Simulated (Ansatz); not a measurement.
# CH₇AlBGaSi: small, medium and large basis sets

An exercise on one series of results from a longer session: the logs are not shown, and one member is left open.

Computed with Ansatz 0.2.0, Gaussian basis. Level: one geometry, several basis sets.

The runs, in order: PBE0-D4/def2-SVP; ωB97M-V/def2-SVP; PBE0-D4/def2-QZVPP; ωB97M-V/def2-QZVPP; the functionals' def2-TZVPP values are taken from earlier runs.

### The geometry

An earlier PBE0-D4 in a triple-zeta def2 set relaxation fixed the geometry.

SMILES `[BH2][Ga]1[CH2][SiH2][AlH]1`, 12 atoms, charge 0, spin multiplicity 1.

Atoms are counted from 1 here; the program's logs count them from 0.

Bond lengths: B1–Ga2 2.045 Å, B1–H6 1.198 Å, B1–H7 1.199 Å, Ga2–C3 2.015 Å, Ga2–Al5 2.573 Å, C3–Si4 1.891 Å, C3–H8 1.100 Å, C3–H9 1.092 Å, Si4–Al5 2.456 Å, Si4–H10 1.494 Å, Si4–H11 1.500 Å, Al5–H12 1.593 Å. Angles: Ga2–B1–H6 121.9°, Ga2–B1–H7 121.3°, H6–B1–H7 116.5°, B1–Ga2–C3 133.1°, B1–Ga2–Al5 142.3°, C3–Ga2–Al5 83.8°, Ga2–C3–Si4 101.4°, Ga2–C3–H8 104.7°, Ga2–C3–H9 116.2°, Si4–C3–H8 108.5°, Si4–C3–H9 117.1°, H8–C3–H9 108.0°, C3–Si4–Al5 89.7°, C3–Si4–H10 115.5°, C3–Si4–H11 107.7°, Al5–Si4–H10 129.9°, Al5–Si4–H11 105.3°, H10–Si4–H11 106.4° and more.

Geometry (Å):

```mol
CH7AlBGaSi
  3D, bonds by distance, orders not assigned

 12 12  0  0  0  0  0  0  0  0999 V2000
   -2.8340    0.8584    0.0369 B   0  0
   -0.8291    0.5072    0.2396 Ga  0  0
    0.2516   -1.1652    0.5484 C   0  0
    1.7946   -0.8112   -0.4859 Si  0  0
    1.4737    1.5963   -0.1204 Al  0  0
   -3.5115    1.2118    0.9600 H   0  0
   -3.3662    0.8298   -1.0368 H   0  0
    0.5282   -1.1262    1.6119 H   0  0
   -0.2616   -2.1116    0.3677 H   0  0
    2.9778   -1.6760   -0.1945 H   0  0
    1.4420   -1.0448   -1.9255 H   0  0
    2.3346    2.9315   -0.0014 H   0  0
  1  2  8  0
  2  3  8  0
  3  4  8  0
  4  5  8  0
  1  6  8  0
  1  7  8  0
  3  8  8  0
  3  9  8  0
  4 10  8  0
  4 11  8  0
  5 12  8  0
  2  5  8  0
M  END
```

The first run:

File in.yaml:

```yaml
crystal:
  periodic: [false, false, false]
  atoms:
    - {symbol: B, position_ang: [-2.833990, 0.858438, 0.036930]}
    - {symbol: Ga, position_ang: [-0.829126, 0.507242, 0.239569]}
    - {symbol: C, position_ang: [0.251567, -1.165214, 0.548411]}
    - {symbol: Si, position_ang: [1.794565, -0.811210, -0.485926]}
    - {symbol: Al, position_ang: [1.473724, 1.596334, -0.120428]}
    - {symbol: H, position_ang: [-3.511513, 1.211797, 0.959992]}
    - {symbol: H, position_ang: [-3.366163, 0.829832, -1.036836]}
    - {symbol: H, position_ang: [0.528167, -1.126185, 1.611921]}
    - {symbol: H, position_ang: [-0.261645, -2.111644, 0.367732]}
    - {symbol: H, position_ang: [2.977823, -1.675995, -0.194548]}
    - {symbol: H, position_ang: [1.441984, -1.044849, -1.925462]}
    - {symbol: H, position_ang: [2.334617, 2.931456, -0.001355]}
basis:
  gaussian: {orbitals: def2-SVP}
hamiltonian: {xc: pbe0, dispersion: d4}
output: {orbitals: {seedname: orbitals}}
```

Among the steps run: PBE0-D4 in def2-SVP; ωB97M-V in def2-SVP; PBE0-D4 in def2-QZVPP; ωB97M-V in def2-QZVPP.

One table of the session follows, with a row left open; its other results are not shown here.

It belongs to the step «Functionals by basis». 

```
functional       basis  HOMO (eV)  LUMO (eV)
   PBE0-D4    def2-SVP          ?          ?
   PBE0-D4  def2-TZVPP      -5.88      -2.65
   PBE0-D4  def2-QZVPP      -5.88      -2.66
   ωB97M-V    def2-SVP      -7.64      -0.87
   ωB97M-V  def2-TZVPP      -7.65      -0.92
   ωB97M-V  def2-QZVPP      -7.66      -0.98
```

**Question.** Estimate the row for PBE0-D4, def2-SVP.

The run gave: HOMO (eV): -5.89; LUMO (eV): -2.64. In the column «HOMO (eV)» it lies between ωB97M-V, def2-SVP (-7.64) and PBE0-D4, def2-TZVPP (-5.88).
